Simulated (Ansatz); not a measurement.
# BaSi3Pd: the cost of one run

Computed with Ansatz 0.2.0 (DFT r2SCAN, scalar-relativistic, plane waves, PAW, unless a step's input says otherwise).

1 further run of the same task is left out (it didn't finish).

### 1 The system as given

The structure is cubic, space group Pm-3m (No. 221). The conventional cell has a = 4.609 Å, b = 4.609 Å, c = 4.609 Å, α = 90.00°, β = 90.00°, γ = 90.00°. Ba (site symmetry m-3m) has 6 Si at 2.30 Å in its first shell of neighbours. Around Si (site symmetry 4/mmm) lie 2 Ba at 2.30 Å and 4 Pd at 3.26 Å. Pd (site symmetry m-3m) has 12 Si at 3.26 Å in its first shell of neighbours.

Structure file:

```
CELL_PARAMETERS angstrom
4.60928 0.00000 0.00000
0.00000 4.60928 0.00000
0.00000 0.00000 4.60928
ATOMIC_POSITIONS crystal
Ba 0.50000 0.50000 0.50000
Si 0.00000 0.50000 0.50000
Si 0.50000 0.00000 0.50000
Si 0.50000 0.50000 0.00000
Pd 0.00000 0.00000 0.00000
```

(A quick probe on a coarse mesh, which set the mesh and smearing, is not shown.)

### 3 Rough relaxation on the coarse mesh

Input file input.yaml:

```yaml
crystal:
  lattice:
    - [4.6092789271, 0.0, 0.0]
    - [0.0, 4.6092789271, 0.0]
    - [0.0, 0.0, 4.6092789271]
  atoms:
    - { symbol: Ba, position: [0.5, 0.5, 0.5] }
    - { symbol: Si, position: [0.0, 0.5, 0.5] }
    - { symbol: Si, position: [0.5, 0.0, 0.5] }
    - { symbol: Si, position: [0.5, 0.5, 0.0] }
    - { symbol: Pd, position: [0.0, 0.0, 0.0] }
basis:
  ecutwfc: 500
kpoints:
  mp_grid: { grid: [4, 4, 4] }
hamiltonian:
  xc: r2scan
scf:
  occupations: { method: gaussian, width: 0.1 }
  lower_state_search: "off"
output:
  forces: true
  stress: true
  eigenvalues: true
relax:
  adjacent_minimum: "off"
  f_tol: 0.04
  max_steps: 70
  cell: { stress_tol: 0.4 }
```

Run with:

```bash
ansatz run input.yaml --threads 1 --pin off --max-ram 2560MiB --backend cpu --events-out ev --progress --plain --runs-dir out
```

What time and memory should one allow on 1 thread of Arm Neoverse V1, shared host?

About 45 s, with a peak of 0.67 GiB.
